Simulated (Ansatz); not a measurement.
AlSn:

```xyz
2
Lattice="4.1981 0.0000 0.0000 -2.0991 3.6357 0.0000 0.0000 0.0000 3.3068" Properties=species:S:1:pos:R:3 pbc="T T T"
Sn    0.0000    2.4238    1.6534
Al    0.0000    0.0000    0.0000
```

The cell comes from a database or a generator and needn't be the stable form of this composition.

Below is the output of Ansatz 0.2.0 for this cell. Logs are shortened: lines on timing, memory, paths and dates and some standing lists are left out, and cuts for length are marked.

```text
Warning: RAYON_NUM_THREADS=2 ignored (pool sized by the plan → 2); use --threads N
scf.n_extra_bands = 6 over 17 filled bands (N_el = 17.0): the run solves 23 bands
Engine: ansatz 0.2.0, aarch64-unknown-linux-gnu
Pseudopotentials: kind: paw_fr
Pseudopotential: Sn, paw_fr, valence charge 14, recommended cutoff 420 eV (normal), Sn.paw.azcp#standard-fr
Pseudopotential: Al, paw_fr, valence charge 3, recommended cutoff 420 eV (normal), Al.paw.azcp#standard-fr
Functional definition: PBEsol
  exchange = pbesol_x
  correlation = pbesol_c
non-collinear run that drives no moment, with spin-orbit: no starting moment large enough to seed its density (crystal.atoms[].spin), no starting occupations that ask for one, no magnetisation constraint and no magnetic field, so the semilocal B_xc is pinned to zero
Crystal: 2 atoms, lattice volume = 50.472 Å³
Basis set: ecut = 420 eV, 953 PW (Γ), exchange–correlation on 60×60×48 points (8 copies of the dense FFT grid, shifted against one another)
Bands: 23, of which v1, the nominal top of the filled ones, is band 17 counted from 1 (16 counted from 0)
Symmetry: 12 space group operations + 12 with time reversal
Magnetic group: BNS 187.210 (UNI 1440), of the structure as read, at distance tolerance 3.7e-5 Å
k-points: 20 of 150 (time reversal used)
Projection manifold: j_resolved (fully-relativistic pseudo-atomic orbitals)
Non-local potential: Sn, projectors of the file, l = 0: 2, l = 1: 4, l = 2: 4, l = 3: 4
Non-local potential: Al, projectors of the file, l = 0: 2, l = 1: 4, l = 2: 2
PAW form: soft (Blöchl's): semilocal exchange-correlation on the pseudo side does not see the compensation charge
PAW frozen core: Sn, regenerated for the run's functional, and the local potential with it (the file was generated under x = pbe(κ = 0.804, μ = 0.2195149727645171), c = pbe(β = 0.06672455060314922))
PAW frozen core: Al, regenerated for the run's functional, and the local potential with it (the file was generated under x = pbe(κ = 0.804, μ = 0.2195149727645171), c = pbe(β = 0.06672455060314922))
PAW one-centre angular grid: Sn, 590 points (default); XC on 64 Gauss nodes
PAW one-centre angular grid: Al, 110 points (default); XC on 64 Gauss nodes
Initial density: superposition of atomic densities (chi_scale 0.1, normalization cell, long waves kept (reshape's long-wave potential 0.00 eV rms))
Initial wavefunctions: pseudopotential atomic-orbital guess
Functional: x = pbesol(κ = 0.804, μ = 0.12345679012345678), c = pbesol(β = 0.046)
[... 7 lines left out ...]
SCF 1 converged in 6 iterations: F = -6475.966677 eV  dr2 = 1.10e-8
  greatest PAW one-centre occupation: 0.991 electrons in one spin orbital (limit 2), on the Sn atom at site 0 (counted from 0), in its partial waves of l = 2
NSCF: frozen V_eff on 129 k-points
SCF converged after 6 iterations
Magnetization: |M| = 0.0000 μB,  M = (+0.0000, +0.0000, +0.0000) μB
Absolute magnetization: 0.0000 μB (∫|m|)
  site 0: m = (+0.0000, +0.0000, +0.0000) μB, |m| = 0.0000 μB  (R = 1.21 Å)
  site 1: m = (+0.0000, +0.0000, +0.0000) μB, |m| = 0.0000 μB  (R = 1.21 Å)
Free energy (F): -6475.966677 eV
Harris-Foulkes:  -6475.966677 eV  (|F-HF|=4.14e-9)
Internal energy: -6475.956663 eV  (E = F + TS)
E sigma→0 (E₀):  -6475.961670 eV
Entropy (-TS):   -0.010014 eV (-5.007 meV/atom)
Fermi energy:    7.789010 eV
--- Per-component energies (eV) ---
  E_band       = -109.383563
  E_kinetic    = 208.050333
  E_local      = -1144.624667  (includes V_loc(G=0)·N_el)
  E_nonlocal   = -19.677905
  E_hartree    = 665.138926
  E_xc         = -417.675093
  E_vxc        = -124.602325  (∫ρ·V_xc dr)
  E_paw        = -4522.126484  (= ΣΔE_a)
  E_vpaw       = -358.807143  (= ΣTr[D̂ρ^β])
  E_aug_tail   = -0.000003  (compensation charges beyond the density's cutoff)
  E_ewald      = -1245.349068
  E_core_change = 0.307298  (= ΣΔE_core)
  E_smearing   = -0.010014  (= −TS)
  E_closure    = 0.000000  (closes the sum)
  Σ components = -6475.966677   (vs F -6475.966677, Δ=0.00e0)
--- Forces (eV/Å), atoms counted from 1 ---
  atom   1  Sn     0.00000000     0.00000000     0.00000000
  atom   2  Al    -0.00000000    -0.00000000     0.00000000
  max |Σ_I F_I| component: 3.70e-17 eV/Å
--- Stress (GPa, compression-positive) ---
       -1.639541      -0.000000       0.000000
       -0.000000      -1.639541       0.000000
        0.000000       0.000000      -2.916494
  P = ⅓ Tr σ = -2.0652 GPa (-20.652 kbar)
--- Band table (eV; the first three rows and the last of 20) ---
  k-point 0: bands = ["-14.0610", "-14.0610", "-13.9967", "-13.9967", "-13.0447", "-13.0447", "-12.9615", "-12.9615", "-12.9570", "-12.9570", "-2.6828", "-2.6828", "7.3946", "7.3946", "7.6897", "7.6897", "8.4617", "8.4617", "10.3544", "10.3544", "10.8906", "10.8906", "10.9241"]
  k-point 1: bands = ["-14.0503", "-14.0503", "-13.9991", "-13.9976", "-13.0264", "-13.0264", "-12.9758", "-12.9740", "-12.9548", "-12.9548", "-2.2940", "-2.2940", "7.1121", "7.1121", "7.8316", "7.8316", "8.0936", "8.1011", "9.0306", "9.0306", "11.1727", "11.1727", "11.2322"]
  k-point 2: bands = ["-14.0337", "-14.0337", "-14.0027", "-14.0012", "-13.0021", "-13.0002", "-12.9842", "-12.9842", "-12.9504", "-12.9504", "-1.1330", "-1.1330", "3.7890", "3.7890", "8.9507", "8.9507", "9.2603", "9.2723", "9.9970", "9.9970", "11.8263", "11.8263", "11.9555"]
  k-point 19: bands = ["-14.0298", "-14.0285", "-14.0003", "-13.9982", "-13.0199", "-13.0189", "-12.9559", "-12.9553", "-12.9397", "-12.9359", "2.2266", "2.2284", "3.8052", "3.8135", "4.6773", "4.7615", "5.3790", "5.3893", "7.3350", "7.5458", "8.4256", "8.4307", "13.9044"]
```

**Question.** What input gives this log?

**Answer.** Band structure with PBEsol, spin-orbit coupling, no magnetisation. The files as run (others can give the same):

input.yaml
```yaml
crystal:
  lattice:
    - [4.1981056157, 0.0, 0.0]
    - [-2.0990528078, 3.6356661109, 0.0]
    - [0.0, 0.0, 3.306847]
  atoms:
    - { symbol: Sn, position: [0.3333333333, 0.6666666667, 0.5] }
    - { symbol: Al, position: [0.0, 0.0, 0.0] }
hamiltonian:
  xc: pbesol
  pseudopotentials: { kind: paw_fr }
magnetization:
  noncollinear: true
  spin_orbit: true
kpoints:
  mp_grid: { grid: [5, 5, 6] }
  band_path:
    path:
      - [[0.0, 0.0, 0.0], [0.5, 0.0, 0.0], [0.3333333333, 0.3333333333, 0.0], [0.0, 0.0, 0.0], [0.0, 0.0, 0.5], [0.5, 0.0, 0.5], [0.3333333333, 0.3333333333, 0.5], [0.0, 0.0, 0.5]]
      - [[0.5, 0.0, 0.5], [0.5, 0.0, 0.0]]
      - [[0.3333333333, 0.3333333333, 0.0], [0.3333333333, 0.3333333333, 0.5]]
    npoints: 14
scf:
  occupations: { method: fermi_dirac, width: 0.05 }
  n_extra_bands: 6
output:
  forces: true
  stress: true
  eigenvalues: true
  fatbands: true
```

Potentials or basis: Ansatz PAW.
Run with:
```sh
$ ansatz run input.yaml --threads 2 --pin off --max-ram 5632MiB --backend cpu --events-out ev --progress --plain --runs-dir out
```

Caveat: the PAW data sets come from PBE, with cores solved anew for the run's functional, which leaves a small shift of forces and pressure.
